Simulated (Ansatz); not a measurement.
# CH5ClSi2: the cost of one run

Computed with Ansatz 0.2.0. Level: RKS SPW92 (LDA)/def2-TZVP.

## Step 1: Where the work starts

SMILES `[SiH3]C=[SiH]Cl`, 9 atoms, charge 0, spin multiplicity 1.

Atoms are counted from 1 here; the program's logs count them from 0.

Bond lengths: Si1–C2 1.858 Å, Si1–H5 1.509 Å, Si1–H6 1.509 Å, Si1–H7 1.504 Å, C2–Si3 1.716 Å, C2–H8 1.106 Å, Si3–Cl4 2.060 Å, Si3–H9 1.492 Å. Angles: C2–Si1–H5 111.4°, C2–Si1–H6 111.3°, C2–Si1–H7 110.0°, H5–Si1–H6 106.9°, H5–Si1–H7 108.6°, H6–Si1–H7 108.6°, Si1–C2–Si3 127.2°, Si1–C2–H8 118.8°, Si3–C2–H8 114.1°, C2–Si3–Cl4 123.5°, C2–Si3–H9 126.6°, Cl4–Si3–H9 109.9°.

As a file:

```xyz
9
CH5ClSi2
Si   -0.53685    1.03876   -0.87480
C    -0.55685   -0.28530    0.42883
Si    0.77474   -1.21405    0.98313
Cl    2.69179   -1.00032    0.25942
H    -1.45094    0.69197   -2.02416
H    -1.00860    2.36078   -0.32122
H     0.85847    1.21285   -1.40820
H    -1.51508   -0.52986    0.92489
H     0.74329   -2.27484    2.03212
```

This geometry comes from a loose relaxation at PBE in a small basis, which is not shown.

## Step 3: Plan of the scan

The axes are (1) umbrella angle at Si3 (between each of its bonds and their common axis; 90 is planar): 15 values from 66.0 to 114.0 °; (2) change of the bonds Si3–C2, Si3–Cl4, Si3–H9, all alike: 15 values from −0.191 to 0.295 Å.

Nothing else is relaxed (all other coordinates rigid). Energies count from the relaxed molecule at the same level. Points are written as (first, second).

(The set-up runs are not shown.)

## Step 4: Grid point (96.9°, −0.052 Å)

Input file input.yaml:

```yaml
crystal:
  periodic: [false, false, false]
  atoms:
    - { symbol: Si, position_ang: [-0.409265, 1.200623, -0.604765] }
    - { symbol: C, position_ang: [-0.482112, -0.181996, 0.587046] }
    - { symbol: Si, position_ang: [0.760122, -1.18718, 0.961291] }
    - { symbol: Cl, position_ang: [2.613738, -0.79549, 0.422453] }
    - { symbol: H, position_ang: [-1.394764, 1.019514, -1.720233] }
    - { symbol: H, position_ang: [-0.724349, 2.511397, 0.05162] }
    - { symbol: H, position_ang: [0.965026, 1.27964, -1.191421] }
    - { symbol: H, position_ang: [-1.419271, -0.391835, 1.120171] }
    - { symbol: H, position_ang: [0.785576, -2.084415, 2.079301] }
basis:
  gaussian: { orbitals: def2-TZVP }
hamiltonian:
  xc: lda
output:
  forces: true
```

Command:

```console
$ ansatz run input.yaml --threads 1 --pin off --max-ram 2560MiB --backend cpu --events-out ev --progress --plain --runs-dir out
```

**Question.** How long does this run take on 1 thread of Arm Neoverse N1, shared host, and how much memory does it need?

About 5.9 s, with a peak of 0.19 GiB.
